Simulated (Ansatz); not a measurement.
# C₃H₇BFN: a ladder of functionals and wavefunction methods

Aim: compute C₃H₇BFN with functionals from several rungs and with coupled cluster. The yardstick is the atomisation energy at the CCSD(T) limit.

Program: Ansatz 0.2.0, Gaussian basis. Level of theory: functionals in def2-TZVPP, the program's frozen cores in correlated methods. These are calculated values, not measurements.

Levels to be run: PBE-D4, r2SCAN-D4, PBE0-D4, B3LYP-D4, ωB97X-V, ωB97M-V, B2PLYP; CCSD(T)/def2-TZVPP; MP2/def2-QZVPP; extrapolation to the limit.

**1. Structure used throughout**

An earlier PBE0-D4 in a triple-zeta def2 set relaxation fixed the geometry.

SMILES `BC(CF)N=C`, 13 atoms, charge 0, spin multiplicity 1.

Atoms are counted from 1 here; the program's logs count them from 0.

Bond lengths: B1–C2 1.568 Å, B1–H7 1.196 Å, B1–H8 1.193 Å, C2–C3 1.517 Å, C2–N5 1.440 Å, C2–H9 1.115 Å, C3–F4 1.386 Å, C3–H10 1.093 Å, C3–H11 1.093 Å, N5–C6 1.257 Å, C6–H12 1.100 Å, C6–H13 1.089 Å. Angles: C2–B1–H7 117.7°, C2–B1–H8 121.7°, H7–B1–H8 120.4°, B1–C2–C3 109.9°, B1–C2–N5 114.7°, B1–C2–H9 102.6°, C3–C2–N5 111.1°, C3–C2–H9 106.1°, N5–C2–H9 111.7°, C2–C3–F4 110.3°, C2–C3–H10 111.3°, C2–C3–H11 110.1°, F4–C3–H10 107.4°, F4–C3–H11 107.7°, H10–C3–H11 109.9°, C2–N5–C6 118.7°, N5–C6–H12 123.3°, N5–C6–H13 119.4° and more.

**2. PBE-D4 (GGA)**

Input file in.yaml:

```yaml
crystal:
  periodic: [false, false, false]
  atoms:
    - {symbol: B, position_ang: [-1.643527, 0.064795, 0.087902]}
    - {symbol: C, position_ang: [-0.098350, -0.184772, -0.004187]}
    - {symbol: C, position_ang: [0.386254, -0.891048, 1.247675]}
    - {symbol: F, position_ang: [-0.099496, -0.252285, 2.377952]}
    - {symbol: N, position_ang: [0.686187, 0.992443, -0.272359]}
    - {symbol: C, position_ang: [1.124188, 1.174592, -1.436470]}
    - {symbol: H, position_ang: [-2.338808, -0.859405, 0.392117]}
    - {symbol: H, position_ang: [-2.127985, 1.115194, -0.202636]}
    - {symbol: H, position_ang: [-0.020357, -0.929740, -0.830284]}
    - {symbol: H, position_ang: [1.477363, -0.883531, 1.310749]}
    - {symbol: H, position_ang: [0.018955, -1.920767, 1.264602]}
    - {symbol: H, position_ang: [0.950219, 0.471172, -2.264568]}
    - {symbol: H, position_ang: [1.705956, 2.068750, -1.655794]}
basis:
  gaussian: {orbitals: def2-TZVPP}
hamiltonian: {xc: pbe, dispersion: d4}
output: {forces: true, orbitals: {seedname: orbitals}}
```

On the command line:

```console
$ ansatz run in.yaml --threads 4 --pin off --events-out ev --progress --plain --max-ram 10444MiB
```

After this run come: r2SCAN-D4 (meta-GGA); PBE0-D4 (hybrid); B3LYP-D4 (hybrid); ωB97X-V (range-separated); ωB97M-V (range-separated); B2PLYP (double hybrid); CCSD(T) in def2-TZVPP; MP2 in def2-QZVPP.

Before running them: what should the planned runs give, taken together? Wanted: atomisation energy, CCSD(T)/CBS; farthest; mean size of error, hybrid; mean size of error, range-separated; gap, smallest and largest; T1 diagnostic; triples share of the correlation energy.

**Answer**, as computed:

| quantity | value |
| --- | --- |
| atomisation energy, CCSD(T)/CBS | 5015.0 kJ/mol |
| functionals within 25.1 kJ/mol (0.5 %) | B2PLYP |
| farthest | PBE-D4 (+164.3 kJ/mol) |
| mean size of error, hybrid | 45.8 kJ/mol |
| mean size of error, range-separated | 35.7 kJ/mol |
| gap, smallest and largest | 3.43 eV (PBE-D4), 10.68 eV (ωB97X-V) |
| T1 diagnostic | 0.0116 |
| triples share of the correlation energy | 3.8 % |

What this shows: PBE-D4 misses by +164.3 kJ/mol. Double hybrids carry the basis error of their MP2 part in triple zeta, and no dispersion term here, so their miss is partly the set-up's. The reference freezes the cores and leaves out relativity and excitations past (T), so misses under about 25.1 kJ/mol can't be ranked. Hartree-Fock recovers 73 % of the binding; the rest is correlation. Orbital gaps span 3.4 to 10.7 eV; exact exchange widens them.
